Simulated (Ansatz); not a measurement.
**SbP: up Jacob's ladder to CCSD(T)**

The task here is to estimate one member of a computed series from the others.

Program: Ansatz 0.2.0, Gaussian basis. Level of theory: functionals in def2-TZVPP, the program's frozen cores in correlated methods. These are calculated values, not measurements.

Levels to be run: LDA (SPW92), PBE-D4, revPBE-D4, BLYP-D4, r2SCAN-D4, B97M-V, PBE0-D4, B3LYP-D4, r2SCANh-D4, r2SCAN0-D4, HSE06-D4, BHLYP-D4, CAM-B3LYP-D4, LC-ωPBE, ωB97X-V, ωB97M-V, B2PLYP, PBE-QIDH; CCSD(T)/def2-SVP; CCSD(T)/def2-TZVPP; CCSD(T)/def2-QZVPP; extrapolation to the limit; RPA on PBE.

## Structure used throughout

The geometry comes from an earlier relaxation with PBE0-D4 in a triple-zeta def2 set; it is a stationary point. Sb takes the def2 core potential; no spin-orbit term is included.

SMILES `[P]#[Sb]`, 2 atoms, charge 0, spin multiplicity 1.

Atoms are counted from 1 here; the program's logs count them from 0.

Bond lengths: P1–Sb2 2.183 Å.

Set-up of the first run:

Input file in.yaml:

```yaml
crystal:
  periodic: [false, false, false]
  atoms:
    - {symbol: P, position_ang: [0.931202, -0.310378, 0.477370]}
    - {symbol: Sb, position_ang: [-0.931202, 0.310378, -0.477370]}
basis:
  gaussian: {orbitals: def2-TZVPP}
hamiltonian: {xc: lda}
output: {orbitals: {seedname: orbitals}}
```

Started as:

```
> ansatz run in.yaml --threads 2 --pin off --events-out ev --progress --plain --max-ram 20480MiB --backend cpu
```

Steps of the session up to this table: LDA; PBE-D4 (GGA); revPBE-D4 (GGA); BLYP-D4 (GGA); r2SCAN-D4 (meta-GGA); B97M-V (meta-GGA); PBE0-D4 (hybrid); B3LYP-D4 (hybrid); r2SCANh-D4 (hybrid); r2SCAN0-D4 (hybrid); HSE06-D4 (hybrid); BHLYP-D4 (hybrid); CAM-B3LYP-D4 (range-separated); LC-ωPBE (range-separated); ωB97X-V (range-separated); ωB97M-V (range-separated); B2PLYP (double hybrid); PBE-QIDH (double hybrid).

One table of the session follows, with a row left open; its other results are not shown here.

It belongs to the step «Orbital energies across the functionals». 

```
  functional  HOMO (eV)  LUMO (eV)  gap (eV)
 LDA (SPW92)      -6.48      -3.59      2.89
      PBE-D4      -6.32      -3.41      2.90
   revPBE-D4      -6.26      -3.35      2.91
     BLYP-D4      -6.11      -3.26      2.85
   r2SCAN-D4      -6.58      -3.40      3.18
      B97M-V      -6.39      -3.24      3.15
     PBE0-D4      -7.21      -2.75      4.46
    B3LYP-D4      -6.98      -2.89      4.08
  r2SCANh-D4      -6.90      -3.14      3.76
  r2SCAN0-D4          ?          ?         ?
    HSE06-D4      -6.82      -3.12      3.70
    BHLYP-D4      -7.87      -1.94      5.93
CAM-B3LYP-D4      -8.27      -1.75      6.52
     LC-ωPBE      -9.49      -0.84      8.65
     ωB97X-V      -9.20      -0.84      8.36
     ωB97M-V      -9.07      -0.89      8.18
```

Estimate the missing values for r2SCAN0-D4.

Worked estimate for «HOMO (eV)». Against the share of exact exchange, r2SCAN-D4 (0, -6.58), r2SCANh-D4 (0.1, -6.90) give a slope of -3.20 per unit share; at 0.25 the line stands at -7.38.

The run gave: HOMO (eV): -7.38; LUMO (eV): -2.75; gap (eV): 4.63. In «HOMO (eV)» the line misses by 0.00.
